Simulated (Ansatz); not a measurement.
# Ga: further runs on the relaxed cell

An exercise on one series of results from a longer session: the logs are not shown, and one member is left open.

Method: DFT PBEsol, scalar-relativistic, plane waves, PAW, in Ansatz 0.2.0.

1 further run of the same task is left out (set aside as unsound or not needed).

## The system as given

Symmetry: Cmcm, No. 63, orthorhombic system. The conventional cell has a = 2.738 Å, b = 7.905 Å, c = 3.314 Å, α = 90.00°, β = 90.00°, γ = 90.00°. Ga (site symmetry m2m) is surrounded by 8 Ga at 2.69 to 2.83 Å.

Coordinates:

```cif
data_structure
_symmetry_space_group_name_H-M 'Cmcm'
_symmetry_Int_Tables_number 63
_cell_length_a 2.7380
_cell_length_b 7.9051
_cell_length_c 3.3138
_cell_angle_alpha 90.000
_cell_angle_beta 90.000
_cell_angle_gamma 90.000
_cell_volume 71.72
loop_
_atom_site_label
_atom_site_type_symbol
_atom_site_symmetry_multiplicity
_atom_site_Wyckoff_symbol
_atom_site_fract_x
_atom_site_fract_y
_atom_site_fract_z
_atom_site_occupancy
Ga1 Ga 4 c 0.50000 0.63387 0.25000 1
```

This cell was relaxed beforehand with the same method: volume 17.93 Å³/atom, gap on the mesh none (metal).

The first run:

input.yaml reads:

```yaml
crystal:
  lattice:
    - [1.3689902114, -3.9525606391, 0.0]
    - [1.3689902114, 3.9525606391, 0.0]
    - [0.0, 0.0, 3.31379777]
  atoms:
    - { symbol: Ga, position: [0.866129638, 0.133870362, 0.25] }
    - { symbol: Ga, position: [0.133870362, 0.866129638, 0.75] }
basis:
  ecutwfc: 420
kpoints:
  mp_grid: { grid: [16, 16, 14] }
  band_path:
    path:
      - [[0.0, 0.0, 0.0], [-0.5, 0.5, 0.0], [-0.27999049, 0.72000951, 0.0]]
      - [[0.27999049, 0.27999049, 0.0], [0.0, 0.0, 0.0], [0.0, 0.0, 0.5], [0.27999049, 0.27999049, 0.5]]
      - [[-0.27999049, 0.72000951, 0.5], [-0.5, 0.5, 0.5], [-0.5, 0.5, 0.0]]
      - [[0.0, 0.0, 0.0], [0.0, 0.5, 0.0], [0.0, 0.5, 0.5], [0.0, 0.0, 0.5], [-0.5, 0.5, 0.5]]
    npoints: 14
hamiltonian:
  xc: pbesol
scf:
  occupations: { method: gaussian, width: 0.1 }
  n_extra_bands: 6
output:
  forces: true
  stress: true
  eigenvalues: true
  populations: true
  dos: { projected: true, de: 0.02, nscf_kmesh: { grid: [24, 24, 21] } }
  bader: true
```

Launch:

```sh
$ ansatz run input.yaml --threads 1 --pin off --max-ram 2560MiB --backend cpu --events-out ev --progress --plain --runs-dir out
```

Steps of the session up to this table: Bands, states and charges; Back to the database's cell; Atoms relaxed in the listed cell; The cell scaled to 0.97 of its volume; Point at V/V0 = 1.03; Volume × 0.94; Volume × 1.06; The cell scaled to 0.91 of its volume; Point at V/V0 = 1.10; Point at V/V0 = 0.88.

One of the session's tables, all rows but one given; the rest of the session is left out.

It belongs to the step «Equation of state». 

```
volume (Å³/atom)  energy above the lowest point (meV/atom)  pressure (GPa)
          15.779                                      64.7           10.91
          16.317                                      34.0            7.45
          16.855                                         ?               ?
          17.393                                       3.3            2.05
          17.931                                       0.0            0.01
          18.469                                       3.0           -1.69
          19.007                                      11.0           -3.09
          19.724                                      28.4           -4.57
```

Estimate the missing values for volume (Å³/atom) = 16.855.

Worked estimate for «energy above the lowest point (meV/atom)». A straight line through the neighbours (16.317, 34.0) and (17.393, 3.3) gives 34.0 + (3.3 − 34.0) × (16.855 − 16.317) / (17.393 − 16.317) = 18.6; a parabola fitted to 4 rows on both sides gives 14.1.

**Answer.** energy above the lowest point (meV/atom): 14.1; pressure (GPa): 4.51. In «energy above the lowest point (meV/atom)» the line misses by +4.5 and the parabola by 0.0.

Limits of these values: Warnings in the runs' records: stress scf threshold loose.
